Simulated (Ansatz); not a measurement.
**Ti2Co: further runs on the relaxed cell**

The task here is to estimate one member of a computed series from the others.

Computed with Ansatz 0.2.0 (DFT r2SCAN, scalar-relativistic, plane waves, PAW, unless a step's input says otherwise).

2 further runs of the same task are left out: 2 set aside as unsound or not needed. Runs told in other sessions of the task aren't counted.

**The starting structure**

The structure is cubic, space group Fd-3m (No. 227). The conventional cell has a = 7.129 Å, b = 7.129 Å, c = 7.129 Å, α = 90.00°, β = 90.00°, γ = 90.00°. Around Ti (site symmetry -3m) lie 6 Ti at 2.52 Å and 6 Co at 2.96 Å. Co (site symmetry -43m) has 12 Ti at 2.96 Å and 4 Co at 3.09 Å in its first shell of neighbours.

Structure file:

```xyz
6
Lattice="0.0000 3.5645 3.5645 3.5645 0.0000 3.5645 3.5645 3.5645 0.0000" Properties=species:S:1:pos:R:3 pbc="T T T"
Ti    4.4556    4.4556    4.4556
Ti    4.4556    2.6733    2.6733
Ti    2.6733    2.6733    4.4556
Ti    2.6733    4.4556    2.6733
Co    0.0000    0.0000    0.0000
Co    1.7822    1.7822    1.7822
```

This cell was relaxed beforehand with the same method: volume 15.10 Å³/atom, gap on the mesh none (metal), site moments up to 1.8 μB.

Set-up of the first run:

The input, input.yaml:

```yaml
crystal:
  lattice:
    - [0.0, 3.5284503198, 3.5284503198]
    - [3.5284503198, 0.0, 3.5284503198]
    - [3.5284503198, 3.5284503198, 0.0]
  atoms:
    - { symbol: Ti, position: [0.625, 0.625, 0.625], spin: 0.41 }
    - { symbol: Ti, position: [0.125, 0.625, 0.625], spin: 0.41 }
    - { symbol: Ti, position: [0.625, 0.625, 0.125], spin: 0.41 }
    - { symbol: Ti, position: [0.625, 0.125, 0.625], spin: 0.41 }
    - { symbol: Co, position: [0.0, 0.0, 0.0], spin: 1.94 }
    - { symbol: Co, position: [0.25, 0.25, 0.25], spin: 1.94 }
basis:
  ecutwfc: 500
kpoints:
  mp_grid: { grid: [10, 10, 10] }
hamiltonian:
  xc: r2scan
scf:
  occupations: { method: gaussian, width: 0.1 }
output:
  forces: true
  stress: true
  eigenvalues: true
  populations: true
magnetization:
  spin_polarized: true
```

Command:

```console
$ ansatz run input.yaml --threads 2 --pin off --max-ram 5120MiB --backend cpu --events-out ev --progress --plain --runs-dir out
```

Among the steps run: Point at V/V0 = 0.97; The cell scaled to 1.03 of its volume; Volume × 0.94; Point at V/V0 = 1.06; Volume × 0.91; The cell scaled to 1.10 of its volume; Point at V/V0 = 0.88.

One table of the session follows, with a row left open; its other results are not shown here.

It belongs to the step «Energy against volume». 

```
volume (Å³/atom)  energy above the lowest point (meV/atom)  pressure (GPa)  largest moment (μB)
          13.284                                      86.0           16.72                 1.52
          13.737                                      45.8           11.62                 1.59
          14.190                                      19.3            7.18                 1.65
          14.643                                       4.6            3.33                 1.71
          15.096                                       0.0            0.03                 1.76
          15.549                                       4.2           -2.81                 1.81
          16.002                                         ?               ?                    ?
          16.605                                      41.0           -7.92                 1.91
```

Estimate the missing values for volume (Å³/atom) = 16.002.

Worked estimate for «energy above the lowest point (meV/atom)». A straight line through the neighbours (15.549, 4.2) and (16.605, 41.0) gives 4.2 + (41.0 − 4.2) × (16.002 − 15.549) / (16.605 − 15.549) = 20.0; a parabola fitted to 3 rows on both sides gives 15.4.

The run gave: energy above the lowest point (meV/atom): 15.8; pressure (GPa): -5.24; largest moment (μB): 1.86. In «energy above the lowest point (meV/atom)» the line misses by +4.2 and the parabola by -0.4.

Limits of these values: Other magnetic orders or occupations could lie lower; they were not searched in full. Warnings in the runs' records: stability check not made, minimisation memory short, look outside group.
